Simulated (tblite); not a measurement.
# CdF2 at GFN2-xTB (tblite): moving one setting at a time

Which settings matter? One reference run, then one change at a time; some changes are unwise on purpose.

Method: GFN2-xTB (tblite), atoms fixed, no spin polarisation, in tblite 0.8.0.

### Step 1. The starting structure

Symmetry: Fm-3m, No. 225, cubic system. Conventional cell: a = 5.365 Å, b = 5.365 Å, c = 5.365 Å, α = 90.00°, β = 90.00°, γ = 90.00°. Cd (site symmetry m-3m) has 8 F at 2.32 Å as nearest neighbours. Around F (site symmetry -43m) lie 4 Cd at 2.32 Å.

As a file:

```
Cd F
1.0
     0.00000    2.68258    2.68258
     2.68258    0.00000    2.68258
     2.68258    2.68258    0.00000
Cd F
1 2
Direct
  0.00000 0.00000 0.00000
  0.25000 0.25000 0.25000
  0.75000 0.75000 0.75000
```

### Step 2. The reference run

Input file run.py:

```python
import json
from ase import Atoms
from ase.build import make_supercell
from ase.units import Bohr, GPa, Hartree
from tblite.interface import Calculator

atoms = Atoms(['Cd', 'F', 'F'],
              cell=[[0.0, 2.68258099, 2.68258099], [2.68258099, 0.0, 2.68258099], [2.68258099, 2.68258099, 0.0]],
              scaled_positions=[[0.0, 0.0, 0.0], [0.25, 0.25, 0.25], [0.75, 0.75, 0.75]],
              pbc=True)
cluster = make_supercell(atoms, [[-2, 2, 2], [2, -2, 2], [2, 2, -2]])
calc = Calculator('GFN2-xTB', cluster.numbers, cluster.positions / Bohr, lattice=cluster.cell[:] / Bohr, periodic=cluster.pbc)
calc.set('temperature', 0.02 / Hartree)
calc.set('max-iter', 150)
res = calc.singlepoint()
levels = res.get('orbital-energies') * Hartree
nv = round(res.get('orbital-occupations').sum() / 2)
cells = len(cluster) // len(atoms)
out = {'energy_per_cell': res.get('energy') * Hartree / cells, 'homo': levels[nv - 1], 'lumo': levels[nv],
       'stress': (-res.get('virial') * Hartree / cluster.get_volume() / GPa).tolist(), 'charges': res.get('charges')[:len(atoms)].tolist(), 'electrons': 2 * nv / cells}
json.dump(out, open('results.json', 'w'))
for key, value in out.items():
    print(key, value)
```

Command:

```console
$ python run.py
```

Output:

```text
------------------------------------------------------------
  cycle        total energy    energy error   density error
------------------------------------------------------------
      1     -312.9844661371  -3.1310136E+02   4.0109470E-01
      2     -324.4906594528  -1.1506193E+01   1.5662683E-01
      3     -324.7302208266  -2.3956137E-01   8.7838133E-02
      4     -321.8013436623   2.9288772E+00   1.7152447E-01
      5     -326.0289721391  -4.2276285E+00   3.6997021E-02
      6     -326.2085774357  -1.7960530E-01   1.8782378E-02
      7     -326.2664589031  -5.7881467E-02   3.8789398E-03
      8     -326.2689460706  -2.4871674E-03   5.0332607E-04
      9     -326.2689860042  -3.9933622E-05   1.1315895E-04
     10     -326.2689879982  -1.9940302E-06   2.5359813E-05
     11     -326.2689881044  -1.0616355E-07   6.8719286E-07
------------------------------------------------------------

 total:                                   7.802 sec
energy_per_cell -277.4447307215041
homo -14.773025310163646
lumo -10.225137983984892
stress [[9.03190756412387, -1.165864376981257e-06, -1.1658643676420234e-06], [-1.1658643770568232e-06, 9.031907564124284, -1.1658642249132757e-06], [-1.1658643674967308e-06, -1.1658642249069933e-06, 9.031907564124133]]
charges [0.5288236753577457, -0.26441307559826543, -0.2644115836521237]
electrons 16.0
```

Run time: 8.5 s. Hardware: 1 thread of Arm Neoverse V1, shared host; peak memory 0.11 GiB.

Gap 4.55 eV; pressure 9.0 GPa. The 96 atoms of the cluster fold only a few k-points onto the zone centre, so gap and energy may not be converged in the cluster's size.

### Step 3. Change: accuracy = 0.01

run.py: that of step 2 with these lines changed.

```diff
@@ -14,2 +14,3 @@
 calc.set('max-iter', 150)
+calc.set('accuracy', 0.01)
 res = calc.singlepoint()
```

Command:

```console
$ python run.py
```

Output:

```text
------------------------------------------------------------
  cycle        total energy    energy error   density error
------------------------------------------------------------
      1     -312.9844661371  -3.1310136E+02   4.0109470E-01
      2     -324.4906594528  -1.1506193E+01   1.5662683E-01
      3     -324.7302208266  -2.3956137E-01   8.7838133E-02
      4     -321.8013436623   2.9288772E+00   1.7152447E-01
      5     -326.0289721391  -4.2276285E+00   3.6997021E-02
      6     -326.2085774357  -1.7960530E-01   1.8782378E-02
      7     -326.2664589031  -5.7881467E-02   3.8789398E-03
      8     -326.2689460706  -2.4871674E-03   5.0332607E-04
      9     -326.2689860042  -3.9933622E-05   1.1315895E-04
     10     -326.2689879982  -1.9940302E-06   2.5359813E-05
     11     -326.2689881044  -1.0616355E-07   6.8719286E-07
     12     -326.2689881045  -7.4635409E-11   1.4296677E-07
------------------------------------------------------------

 total:                                   7.828 sec
energy_per_cell -277.44473072156757
homo -14.773025838165994
lumo -10.225129554956721
stress [[9.031874972028065, -1.1658732078860958e-06, -1.1658733763006703e-06], [-1.1658732078790457e-06, 9.031874972027683, -1.1658735632218522e-06], [-1.1658733760816604e-06, -1.1658735631994505e-06, 9.031874972028659]]
charges [0.5288265052468228, -0.26441394828669784, -0.2644124560290666]
electrons 16.0
```

It took 8.5 s on 1 thread of Arm Neoverse V1, shared host; peak memory 0.11 GiB.

Against the reference run the gap moves by 0.00 eV and the energy by 0.0 meV/atom.

### Step 4. Change: mixer-damping = 0.1

run.py: that of step 3 with these lines changed.

```diff
@@ -14,3 +14,3 @@
 calc.set('max-iter', 150)
-calc.set('accuracy', 0.01)
+calc.set('mixer-damping', 0.1)
 res = calc.singlepoint()
```

Command:

```console
$ python run.py
```

Output:

```text
------------------------------------------------------------
  cycle        total energy    energy error   density error
------------------------------------------------------------
      1     -312.9844661371  -3.1310136E+02   4.0109470E-01
      2     -314.9850266736  -2.0005605E+00   3.5231186E-01
      3     -312.8737453743   2.1112813E+00   2.9111182E-01
      4     -316.2928203767  -3.4190750E+00   3.1074069E-01
      5     -326.1260477505  -9.8332274E+00   4.0099713E-02
      6     -326.1269058498  -8.5809926E-04   2.9717433E-02
      7     -326.2332281772  -1.0632233E-01   1.4567412E-02
      8     -326.2369481762  -3.7199991E-03   1.3778756E-02
      9     -326.2627000979  -2.5751922E-02   6.0420113E-03
     10     -326.2679139089  -5.2138110E-03   2.4938631E-03
     11     -326.2688694292  -9.5552038E-04   8.2941905E-04
     12     -326.2689783886  -1.0895934E-04   2.3727140E-04
     13     -326.2689876640  -9.2754509E-06   5.0513284E-05
     14     -326.2689881031  -4.3910535E-07   2.8068731E-06
------------------------------------------------------------

 total:                                   7.898 sec
energy_per_cell -277.4447307204393
homo -14.773022047463865
lumo -10.225169642406541
stress [[9.032036251186142, -1.1658152367677192e-06, -1.1658153899151157e-06], [-1.1658152368101664e-06, 9.032036251185804, -1.1658155342650598e-06], [-1.165815389948659e-06, -1.1658155342608338e-06, 9.03203625118604]]
charges [0.5288174098986728, -0.26441013474012, -0.26440786338776956]
electrons 16.0
```

Wall time 8.6 s (1 thread of Arm Neoverse V1, shared host); peak memory 0.11 GiB.

Against the reference run the gap moves by 0.00 eV and the energy by 0.0 meV/atom.

### Step 5. Change: method = IPEA1-xTB

run.py: that of step 4 with these lines changed.

```diff
@@ -11,6 +11,5 @@
 cluster = make_supercell(atoms, [[-2, 2, 2], [2, -2, 2], [2, 2, -2]])
-calc = Calculator('GFN2-xTB', cluster.numbers, cluster.positions / Bohr, lattice=cluster.cell[:] / Bohr, periodic=cluster.pbc)
+calc = Calculator('IPEA1-xTB', cluster.numbers, cluster.positions / Bohr, lattice=cluster.cell[:] / Bohr, periodic=cluster.pbc)
 calc.set('temperature', 0.02 / Hartree)
 calc.set('max-iter', 150)
-calc.set('mixer-damping', 0.1)
 res = calc.singlepoint()
```

Command:

```console
$ python run.py
```

Output:

```text
------------------------------------------------------------
  cycle        total energy    energy error   density error
------------------------------------------------------------
      1     -364.9458484721  -3.6456905E+02   8.1316636E-01
      2     -375.0642788146  -1.0118430E+01   3.7245399E-01
      3     -375.1913085843  -1.2702977E-01   2.3144687E-01
      4     -375.4297453083  -2.3843672E-01   6.3869912E-02
      5     -375.6362414348  -2.0649613E-01   2.9879643E-03
      6     -375.6320564453   4.1849895E-03   9.5607695E-03
      7     -375.6364495790  -4.3931336E-03   8.2840372E-04
      8     -375.6364816363  -3.2057339E-05   7.7058707E-05
      9     -375.6364818883  -2.5197221E-07   2.6589883E-05
     10     -375.6364819228  -3.4532036E-08   4.7463850E-08
------------------------------------------------------------

 total:                                   5.092 sec
energy_per_cell -319.42466607614546
homo -15.23036705157652
lumo -11.065094347514268
stress [[-34.460843543979365, 3.6219810616837138e-12, -2.034902116874975e-12], [3.622034153318244e-12, -34.46084354397118, 9.676091669776917e-13], [-2.0355306446526036e-12, 9.671365533327948e-13, -34.46084354397631]]
charges [0.47354823967635795, -0.236774119840246, -0.23677411983528018]
electrons 16.0
```

It took 5.8 s on 1 thread of Arm Neoverse V1, shared host; peak memory 0.12 GiB.

Totals of another method or basis aren't compared here.

### Step 6. Change: temperature = 2.0

run.py: that of step 5 with these lines changed.

```diff
@@ -11,4 +11,4 @@
 cluster = make_supercell(atoms, [[-2, 2, 2], [2, -2, 2], [2, 2, -2]])
-calc = Calculator('IPEA1-xTB', cluster.numbers, cluster.positions / Bohr, lattice=cluster.cell[:] / Bohr, periodic=cluster.pbc)
-calc.set('temperature', 0.02 / Hartree)
+calc = Calculator('GFN2-xTB', cluster.numbers, cluster.positions / Bohr, lattice=cluster.cell[:] / Bohr, periodic=cluster.pbc)
+calc.set('temperature', 2.0 / Hartree)
 calc.set('max-iter', 150)
```

Command:

```console
$ python run.py
```

Output:

```text
------------------------------------------------------------
  cycle        total energy    energy error   density error
------------------------------------------------------------
      1     -316.7618603413  -3.1687876E+02   3.8041209E-01
      2     -328.3519552369  -1.1590095E+01   1.2114920E-01
      3     -328.7601820468  -4.0822681E-01   4.3938688E-02
      4     -328.1853033799   5.7487867E-01   7.8670559E-02
      5     -328.8318428135  -6.4653943E-01   3.9941910E-02
      6     -329.0489894885  -2.1714667E-01   1.2193380E-02
      7     -329.0651577717  -1.6168283E-02   6.3766241E-03
      8     -329.0696733729  -4.5156012E-03   3.2028953E-03
      9     -329.0711859873  -1.5126144E-03   7.7280575E-05
     10     -329.0711867688  -7.8149645E-07   1.4409592E-05
------------------------------------------------------------

 total:                                   7.753 sec
energy_per_cell -279.82759664570756
homo -14.838257378598882
lumo -9.15934194078898
stress [[41.06407417027125, -8.678767592949953e-07, -8.678765727002514e-07], [-8.678767594459087e-07, 41.06407417027019, -8.6787646916157e-07], [-8.678765726718876e-07, -8.678764693045425e-07, 41.064074170270814]]
charges [0.4486725375615517, -0.22431790073803737, -0.22431694727253593]
electrons 16.0
```

It took 8.4 s on 1 thread of Arm Neoverse V1, shared host; peak memory 0.11 GiB.

Against the reference run the gap moves by +1.13 eV and the energy by -794.3 meV/atom. At a high electronic temperature the free energy holds a large −TS term.

### Step 7. Change: cluster = 1x1x1

run.py: that of step 6 with these lines changed.

```diff
@@ -10,5 +10,5 @@
               pbc=True)
-cluster = make_supercell(atoms, [[-2, 2, 2], [2, -2, 2], [2, 2, -2]])
+cluster = make_supercell(atoms, [[-1, 1, 1], [1, -1, 1], [1, 1, -1]])
 calc = Calculator('GFN2-xTB', cluster.numbers, cluster.positions / Bohr, lattice=cluster.cell[:] / Bohr, periodic=cluster.pbc)
-calc.set('temperature', 2.0 / Hartree)
+calc.set('temperature', 0.02 / Hartree)
 calc.set('max-iter', 150)
```

Command:

```console
$ python run.py
```

Output:

```text
------------------------------------------------------------
  cycle        total energy    energy error   density error
------------------------------------------------------------
      1     -39.32426799748  -3.9338880E+01   3.7823279E-01
      2     -40.54332966901  -1.2190617E+00   1.5455874E-01
      3     -40.64406572237  -1.0073605E-01   7.2153303E-02
      4     -40.28193935613   3.6212637E-01   1.5328330E-01
      5     -40.74581133642  -4.6387198E-01   1.9860754E-02
      6     -40.75450376869  -8.6924323E-03   3.2829656E-03
      7     -40.75472357078  -2.1980208E-04   1.0126660E-03
      8     -40.75474492520  -2.1354423E-05   3.0555550E-04
      9     -40.75474706788  -2.1426862E-06   9.7749199E-06
     10     -40.75474707008  -2.1986537E-09   6.2582321E-08
------------------------------------------------------------

 total:                                   1.065 sec
energy_per_cell -277.2482887123715
homo -14.729754887362336
lumo -10.329012041552504
stress [[7.720813273804143, -1.9132348297946636e-06, -1.9132348792844567e-06], [-1.9132348297128115e-06, 7.720813273804282, -1.9132350322853745e-06], [-1.9132348802145798e-06, -1.91323503247925e-06, 7.7208132738042545]]
charges [0.5380576661883963, -0.26903034755421973, -0.2690281016234066]
electrons 16.0
```

It took 1.7 s on 1 thread of Arm Neoverse V1, shared host; peak memory 0.091 GiB.

Against the reference run the gap moves by -0.15 eV and the energy by +65.5 meV/atom. One cell at the zone centre alone can't describe the crystal.

### Step 8. What moved

| change | ends | gap (eV) | energy (meV/atom) | pressure (GPa) | time |
| --- | --- | --- | --- | --- | --- |
| none | converged | 4.55 | 0 | 9.0 | 8.5 s |
| accuracy = 0.01 | converged | 0.00 | 0.0 | 0.0 | 8.5 s |
| mixer-damping = 0.1 | converged | 0.00 | 0.0 | 0.0 | 8.6 s |
| method = IPEA1-xTB | converged | -0.38 | – | -43.5 | 5.8 s |
| temperature = 2.0 | converged | +1.13 | -794.3 | +32.0 | 8.4 s |
| cluster = 1x1x1 | converged | -0.15 | +65.5 | -1.3 | 1.7 s |

The first row holds values, the others changes from it. Keys are the program's: temperature in eV (tblite) or K (CP2K), cutoffs in Ry, CUTOFP in Å. Among the numerical settings, temperature = 2.0 moves the energy most (-794.3 meV/atom). The changed runs test settings; they are no properties of the crystal.
